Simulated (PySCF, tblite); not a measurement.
# C6H13OP: geometry, infrared bands and NMR shifts

Wanted: the infrared bands and NMR shifts of C6H13OP (`CCP1CCOCC1`), by calculation.

Computed with tblite 0.8.0 and PySCF 2.14.0, with density-fitted response routines of our own, on a single molecule in the gas phase. Atoms are numbered from 0 throughout.

## Step 1: The starting structure

21 atoms, charge 0, multiplicity 1; geometry from: force field or distance geometry start.

Bonds of the start (Å): C0–C1 1.53, C1–P2 1.84, P2–C3 1.87, C3–C4 1.53, C4–O5 1.44, O5–C6 1.44, C6–C7 1.54, C7–P2 1.87, C0–H8 1.10, C0–H9 1.08, C0–H10 1.10, C1–H11 1.08, C1–H12 1.11, C3–H13 1.09, C3–H14 1.10, C4–H15 1.09, C4–H16 1.09, C6–H17 1.09, C6–H18 1.11, C7–H19 1.09, C7–H20 1.09.

## Step 2: Geometry optimisation with GFN2-xTB

The job: settings as JSON, then the geometry in Å.

```
{"job": {"kind": "relax", "xc": "GFN2-xTB", "basis": "xTB"}, "charge": 0, "multiplicity": 1}
C      3.009800    -0.055700     0.271300
C      1.750600    -0.879100     0.003300
P      0.273400    -0.180700     0.841900
C     -1.052900    -1.292600     0.142400
C     -2.416200    -0.606400     0.205200
O     -2.462000     0.544200    -0.664100
C     -1.608600     1.610400    -0.202800
C     -0.120500     1.244500    -0.299700
H      3.219500     0.025200     1.344900
H      3.864600    -0.519200    -0.202800
H      2.898600     0.959000    -0.132200
H      1.590200    -0.974600    -1.064900
H      1.912000    -1.895200     0.407900
H     -0.803300    -1.548000    -0.890600
H     -1.077600    -2.218600     0.733700
H     -3.183000    -1.296900    -0.154900
H     -2.698600    -0.310200     1.219600
H     -1.808700     2.465100    -0.843200
H     -1.897700     1.893500     0.827000
H      0.503900     2.100300    -0.036200
H      0.097600     0.952000    -1.330000
```

On the command line:

```console
$ OMP_NUM_THREADS=1 python probes_run.py task.json out
```

One launch serves the whole session: the jobs run in the order shown.

**Question.** This job is followed by: GFN2-xTB harmonic vibrations, gas phase; GIAO PBE0/pcSseg-1 NMR shielding, non-relativistic, gas phase. What will the session give for the following? strongest single infrared mode (GFN2-xTB); zero-point energy (GFN2-xTB); 13C shifts against TMS (PBE0/pcSseg-1, means over atoms taken as alike); 1H shifts against TMS (PBE0/pcSseg-1, means over atoms taken as alike); 31P shifts against H3PO4 (PBE0/pcSseg-1); 17O shifts against H2O (PBE0/pcSseg-1).

The runs gave:

| quantity | value |
| --- | --- |
| strongest single infrared mode (GFN2-xTB) | 2846 cm⁻¹, 100 km/mol |
| zero-point energy (GFN2-xTB) | 112.9 kcal/mol |
| 13C shifts against TMS (PBE0/pcSseg-1, means over atoms taken as alike) | 70.3, 32.4, 32.3, 11.8 ppm |
| 1H shifts against TMS (PBE0/pcSseg-1, means over atoms taken as alike) | 3.96, 1.50, 1.46, 1.15 ppm |
| 31P shifts against H3PO4 (PBE0/pcSseg-1) | -68.6 ppm |
| 17O shifts against H2O (PBE0/pcSseg-1) | 52.5 ppm |

Over 23 steps the energy fell by 0.088 eV; of the close pairs, C4–O5 changed most, 1.443 to 1.407 Å. All 57 modes are real, so the xTB geometry is a minimum. GFN2-xTB is a fitted tight-binding method: band positions and strengths are rough. Its intensities can rank the bands wrongly. The most deshielded hydrogen is H15, H16, H17, H18 (mean) (hydrogen on an sp3 CH2 bonded to O), at 3.96 ppm: its carbon carries O, an electronegative neighbour.
